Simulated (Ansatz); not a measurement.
# ClGeH5NSb: the cost of one run

Computed with Ansatz 0.2.0 through its Python package. Level of theory: B3LYP+D3(BJ)/def2-TZVP.

### 1 Starting point

Bond lengths: Cl1–Sb2 2.341 Å, Sb2–N3 2.079 Å, N3–Ge4 1.822 Å, Sb2–H5 1.760 Å, N3–H6 1.079 Å, Ge4–H7 1.594 Å, Ge4–H8 1.528 Å, Ge4–H9 1.594 Å. Angles: Cl1–Sb2–N3 90.7°, Cl1–Sb2–H5 92.5°, N3–Sb2–H5 92.2°, Sb2–N3–Ge4 107.9°, Sb2–N3–H6 106.2°, Ge4–N3–H6 104.2°, N3–Ge4–H7 107.0°, N3–Ge4–H8 112.1°, N3–Ge4–H9 111.1°, H7–Ge4–H8 108.7°, H7–Ge4–H9 106.1°, H8–Ge4–H9 111.5°.

The script holds or builds the structure itself.

### 2 The script

clgeh5nsb_tae.py reads:

```python
"""Atomisation energy of ClGeH5NSb at the given geometry."""

from collections import Counter

import ansatz as az


def energy(molecule, charge=0, unpaired=0):
    calc = molecule.calculation().basis(gaussian="def2-TZVP").functional("b3lyp", dispersion="d3bj")
    if charge:
        calc = calc.charge(charge)
    if unpaired:
        calc = calc.spin("collinear", total=unpaired)
    return calc.run().report["free_energy_ev"]

geometry_ang = [
    ("Cl", (-1.8137, 1.2789, -1.7767)),
    ("Sb", (0.3951, 0.5043, -1.7529)),
    ("N", (0.4368, 0.6142, 0.3232)),
    ("Ge", (-0.1765, -0.9708, 0.9789)),
    ("H", (1.0483, 2.1298, -1.9207)),
    ("H", (1.4791, 0.6302, 0.6024)),
    ("H", (-1.7053, -1.0944, 0.545)),
    ("H", (0.5921, -2.1633, 0.4111)),
    ("H", (-0.1676, -0.9752, 2.5725)),
]
system = az.Crystal.molecule()
for symbol, xyz in geometry_ang:
    system = system.atom(symbol, xyz)

# unpaired electrons of the ground-state atoms
unpaired = {"Cl": 1, "Sb": 3, "N": 3, "Ge": 2, "H": 1}
counts = Counter(site.symbol for site in system.cartesian_sites)
atom_energy = {s: energy(az.Crystal.molecule().atom(s, (0, 0, 0)), 0, unpaired[s]) for s in counts}
whole = energy(system, 0, 0)
for s, e in atom_energy.items():
    print(f"{s:2s} x{counts[s]}  {e:14.5f} eV")
print(f"ClGeH5NSb: {whole:.5f} eV")
split = sum(counts[s] * e for s, e in atom_energy.items()) - whole
print(f"atomisation energy (no zero-point term): {23.060548 * split:.1f} kcal/mol, {split / sum(counts.values()):.3f} eV an atom")
```

### 3 What the engine is handed

The package turns the script's settings into the engine's input (first run):

```yaml
crystal:
  periodic: [false, false, false]
  atoms:
    - { symbol: Cl, position_ang: [0.0, 0.0, 0.0] }
basis:
  gaussian:
    orbitals: def2-TZVP
hamiltonian:
  xc: b3lyp
  dispersion: d3bj
magnetization:
  spin_polarized: true
  initial_magnetization: 1.0
```

### 4 The run

On the command line:

```console
$ python clgeh5nsb_tae.py
```

**Question.** How long does this script take on 1 thread of Intel Xeon Platinum 8488C (Sapphire Rapids), shared host, and how much memory does it need?

About 9.3 s, with a peak of 0.55 GiB.
